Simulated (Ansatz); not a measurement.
# C₂H₈OSSi: up Jacob's ladder to CCSD(T)

One table from this session's results is given with a row withheld; the runs are named, their logs left out.

Method: functionals in def2-TZVPP, the program's frozen cores in correlated methods; program: Ansatz 0.2.0, Gaussian basis.

The runs, in order: LDA (SPW92), PBE-D4, revPBE-D4, BLYP-D4, r2SCAN-D4, B97M-V, PBE0-D4, B3LYP-D4, r2SCANh-D4, r2SCAN0-D4, HSE06-D4, BHLYP-D4, CAM-B3LYP-D4, LC-ωPBE, ωB97X-V, ωB97M-V, B2PLYP, PBE-QIDH; CCSD(T)/def2-SVP; CCSD(T)/def2-TZVPP; MP2/def2-QZVPP; extrapolation to the limit; RPA on PBE.

### The geometry

All runs share one geometry, relaxed beforehand with PBE0-D4 in a triple-zeta def2 set.

SMILES `CO[SiH2]SC`, 13 atoms, charge 0, spin multiplicity 1.

Atoms are counted from 1 here; the program's logs count them from 0.

Bond lengths: C1–O2 1.411 Å, C1–H6 1.095 Å, C1–H7 1.096 Å, C1–H8 1.091 Å, O2–Si3 1.640 Å, Si3–S4 2.121 Å, Si3–H9 1.481 Å, Si3–H10 1.487 Å, S4–C5 1.818 Å, C5–H11 1.089 Å, C5–H12 1.090 Å, C5–H13 1.089 Å. Angles: O2–C1–H6 111.4°, O2–C1–H7 111.3°, O2–C1–H8 108.1°, H6–C1–H7 108.5°, H6–C1–H8 108.9°, H7–C1–H8 108.6°, C1–O2–Si3 123.0°, O2–Si3–S4 113.3°, O2–Si3–H9 104.2°, O2–Si3–H10 111.6°, S4–Si3–H9 111.0°, S4–Si3–H10 104.2°, H9–Si3–H10 112.7°, Si3–S4–C5 99.4°, S4–C5–H11 106.9°, S4–C5–H12 110.8°, S4–C5–H13 111.1°, H11–C5–H12 109.0° and more.

The first run:

The input, in.yaml:

```yaml
crystal:
  periodic: [false, false, false]
  atoms:
    - {symbol: C, position_ang: [-1.458353, 0.763288, 1.352323]}
    - {symbol: O, position_ang: [-0.544066, 1.242139, 0.390507]}
    - {symbol: Si, position_ang: [1.019759, 0.752975, 0.322092]}
    - {symbol: S, position_ang: [1.233627, -1.331128, -0.005787]}
    - {symbol: C, position_ang: [0.502588, -1.445439, -1.666706]}
    - {symbol: H, position_ang: [-1.550720, -0.326977, 1.306581]}
    - {symbol: H, position_ang: [-1.152305, 1.044275, 2.366343]}
    - {symbol: H, position_ang: [-2.432348, 1.209717, 1.146496]}
    - {symbol: H, position_ang: [1.594771, 1.527685, -0.801510]}
    - {symbol: H, position_ang: [1.726423, 0.994330, 1.607778]}
    - {symbol: H, position_ang: [0.556310, -2.491527, -1.965809]}
    - {symbol: H, position_ang: [1.064961, -0.842865, -2.379678]}
    - {symbol: H, position_ang: [-0.540147, -1.131174, -1.657830]}
basis:
  gaussian: {orbitals: def2-TZVPP}
hamiltonian: {xc: lda}
output: {orbitals: {seedname: orbitals}}
```

Command:

```
$ ansatz run in.yaml --threads 2 --pin off --events-out ev --progress --plain --max-ram 32768MiB --backend cuda --devices 0, --max-vram 18GiB
```

Steps of the session up to this table: LDA; PBE-D4 (GGA); revPBE-D4 (GGA); BLYP-D4 (GGA); r2SCAN-D4 (meta-GGA); B97M-V (meta-GGA); B3LYP-D4 (hybrid); r2SCANh-D4 (hybrid); r2SCAN0-D4 (hybrid); HSE06-D4 (hybrid); BHLYP-D4 (hybrid); CAM-B3LYP-D4 (range-separated); LC-ωPBE (range-separated); ωB97X-V (range-separated); ωB97M-V (range-separated); B2PLYP (double hybrid); PBE-QIDH (double hybrid).

One of the session's tables, all rows but one given; the rest of the session is left out.

| functional | HOMO (eV) | LUMO (eV) | gap (eV) |
| --- | --- | --- | --- |
| LDA (SPW92) | -5.97 | -0.73 | 5.23 |
| PBE-D4 | -5.85 | -0.52 | 5.33 |
| revPBE-D4 | -5.80 | -0.42 | 5.38 |
| BLYP-D4 | -5.68 | -0.40 | 5.28 |
| r2SCAN-D4 | -6.10 | -0.18 | 5.93 |
| B97M-V | -6.24 | -0.34 | 5.90 |
| PBE0-D4 | -7.06 | 0.41 | 7.47 |
| B3LYP-D4 | -6.81 | 0.17 | 6.98 |
| r2SCANh-D4 | ? | ? | ? |
| r2SCAN0-D4 | -7.23 | 0.63 | 7.86 |
| HSE06-D4 | -6.66 | 0.03 | 6.69 |
| BHLYP-D4 | -8.13 | 1.30 | 9.43 |
| CAM-B3LYP-D4 | -8.37 | 1.42 | 9.79 |
| LC-ωPBE | -9.77 | 2.64 | 12.42 |
| ωB97X-V | -9.42 | 2.46 | 11.88 |
| ωB97M-V | -9.26 | 2.16 | 11.42 |

Estimate the missing values for r2SCANh-D4.

Worked estimate for «HOMO (eV)». Against the share of exact exchange, r2SCAN-D4 (0, -6.10), r2SCAN0-D4 (0.25, -7.23) give a slope of -4.52 per unit share; at 0.1 the line stands at -6.55.

The run gave: HOMO (eV): -6.55; LUMO (eV): 0.16; gap (eV): 6.71. In «HOMO (eV)» the line misses by 0.00.
